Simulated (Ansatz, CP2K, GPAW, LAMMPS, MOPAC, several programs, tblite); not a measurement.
# Si3Ge: cheap methods against density-functional theory

Aim: run Si3Ge through methods of unlike cost and see what each gets, and at what price.

Computed with LAMMPS, MOPAC, tblite, CP2K, GPAW, Ansatz (versions at each run) (no spin polarisation, static lattice; gaps from single points on the cell relaxed beforehand with r²SCAN, unless a step's input says otherwise).

1 further run of the same task is left out (set aside as unsound or not needed).

## (1) The system as given

It takes space group R3m (No. 160, trigonal). Conventional cell: a = 3.885 Å, b = 3.885 Å, c = 19.023 Å, α = 90.00°, β = 90.00°, γ = 120.00°. Si (site symmetry 3m) has 3 Si at 2.37 Å and 1 Ge at 2.40 Å as nearest neighbours. Around Si (site symmetry 3m) lie 1 Si at 2.35 Å and 3 Ge at 2.39 Å. Around Si (site symmetry 3m) lie 4 Si at 2.35 to 2.37 Å. Around Ge (site symmetry 3m) lie 4 Si at 2.39 to 2.40 Å.

As a file:

```cif
data_structure
_symmetry_space_group_name_H-M 'P 1'
_symmetry_Int_Tables_number 1
_cell_length_a 6.7260
_cell_length_b 6.7260
_cell_length_c 6.7260
_cell_angle_alpha 33.575
_cell_angle_beta 33.575
_cell_angle_gamma 33.575
_cell_volume 82.90
loop_
_atom_site_label
_atom_site_type_symbol
_atom_site_fract_x
_atom_site_fract_y
_atom_site_fract_z
_atom_site_occupancy
Si1 Si 0.00134 0.00134 0.00134 1
Si2 Si 0.49871 0.49871 0.49871 1
Si3 Si 0.37501 0.37501 0.37501 1
Ge1 Ge 0.87495 0.87495 0.87495 1
```

The structure type (ordered alloy on diamond lattice) is imposed and need not be the compound's stable one.

**Question.** The methods are SiCGe.tersoff, PM6, PM7, GFN1-xTB (tblite), GFN2-xTB (tblite), PBE/DZVP, PBE/single-zeta, PBE/SZV, coarse PBE, GLLB-SC, PBE, r2SCAN. What gap does r2SCAN give on this cell, and which other methods (full PBE left aside) come nearest to r2SCAN and farthest in gap, volume and bulk modulus?

| quantity | value |
| --- | --- |
| r2SCAN | gap 0.72 eV, 20.72 Å³/atom, B₀ 91 GPa |
| gap: nearest and farthest of the other methods | GFN1-xTB (tblite) (-0.12 eV), PM7 (+4.94 eV) |
| volume: nearest and farthest of the other methods | SiCGe.tersoff (-0.4 %), GFN1-xTB (tblite) (+10.2 %) |
| bulk modulus: nearest and farthest of the other methods | SiCGe.tersoff (+1 %), PM7 (+112 %) |

Among the 8 methods compared for the gap (full PBE left aside), GFN1-xTB (tblite) is nearest to r2SCAN and PM7 farthest. For the volume, of the 6 methods compared (full PBE left aside), SiCGe.tersoff comes nearest to r2SCAN and GFN1-xTB (tblite) is farthest. For the bulk modulus, of the 6 methods compared (full PBE left aside), SiCGe.tersoff comes nearest to r2SCAN and PM7 is farthest. Classical potentials are fitted to lattice constants of common crystals, so a close volume there is built in, not predicted. A minimal basis or a coarse cutoff and mesh shifts results by its own error, so closeness to r2SCAN can be chance. Cluster runs see only the k-points that fold onto the zone centre, so their gaps can miss the band edges. GLLB-SC is compared with its derivative discontinuity added. PM6 ended in an unphysical state and is left out of the comparison. No volume is given for PBE/single-zeta, coarse PBE, which can hide a larger miss. CPU times run from 0.12 s (SiCGe.tersoff) to 3.5 min (PM6). On this cell PM6, GLLB-SC cost more than r2SCAN itself (30 s), so they are no saving here. A cluster method computes far more atoms than the primitive cell, so on a small crystal it can cost more than plane waves. r2SCAN is a yardstick, not the truth: it usually gives gaps below the measured ones.
